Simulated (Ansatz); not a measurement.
# ScCo3B2: the cost of one run

Program: Ansatz 0.2.0. Level of theory: DFT LDA, scalar-relativistic, plane waves, PAW. These are calculated values, not measurements.

### Step 1. The system as given

It takes space group P6/mmm (No. 191, hexagonal). The conventional cell has a = 4.900 Å, b = 4.900 Å, c = 2.955 Å, α = 90.00°, β = 90.00°, γ = 120.00°. Around Sc (site symmetry 6/mmm) lie 6 B at 2.83 Å and 12 Co at 2.86 Å and 2 Sc at 2.96 Å. Around Co (site symmetry mmm) lie 4 B at 2.05 Å. Around B (site symmetry -6m2) lie 6 Co at 2.05 Å and 3 Sc at 2.83 Å.

As a file:

```xyz
6
Lattice="4.9002 0.0000 0.0000 -2.4501 4.2437 0.0000 0.0000 0.0000 2.9552" Properties=species:S:1:pos:R:3 pbc="T T T"
Sc    0.0000    0.0000    0.0000
Co    2.4501    0.0000    1.4776
Co    1.2251    2.1219    1.4776
Co   -1.2251    2.1219    1.4776
B     0.0000    2.8292    0.0000
B     2.4501    1.4146    0.0000
```

This cell was relaxed beforehand with the same method: volume 10.24 Å³/atom, gap on the mesh none (metal).

### Step 2. Relaxing with LDA

File input.yaml:

```yaml
crystal:
  lattice:
    - [4.9002389126, 0.0, 0.0]
    - [-2.4501194563, 4.2437313829, 0.0]
    - [0.0, 0.0, 2.9552214936]
  atoms:
    - { symbol: Sc, position: [0.0, 0.0, 0.0] }
    - { symbol: Co, position: [0.5, 0.0, 0.5] }
    - { symbol: Co, position: [0.5, 0.5, 0.5] }
    - { symbol: Co, position: [0.0, 0.5, 0.5] }
    - { symbol: B, position: [0.3333333333, 0.6666666667, 0.0] }
    - { symbol: B, position: [0.6666666667, 0.3333333333, 0.0] }
basis:
  ecutwfc: 420
kpoints:
  mp_grid: { grid: [9, 9, 12] }
hamiltonian:
  xc: lda
scf:
  occupations: { method: gaussian, width: 0.1 }
output:
  forces: true
  stress: true
  eigenvalues: true
relax:
  adjacent_minimum: "off"
  f_tol: 0.005
  max_steps: 50
  cell: { stress_tol: 0.05 }
```

Run with:

```
$ ansatz run input.yaml --threads 1 --pin off --max-ram 2560MiB --backend cpu --events-out ev --progress --plain --runs-dir out
```

**Question.** How long does this run take on 1 thread of Intel Xeon 6975P-C (Granite Rapids), shared host, and how much memory does it need?

About 50 s, with a peak of 0.57 GiB.
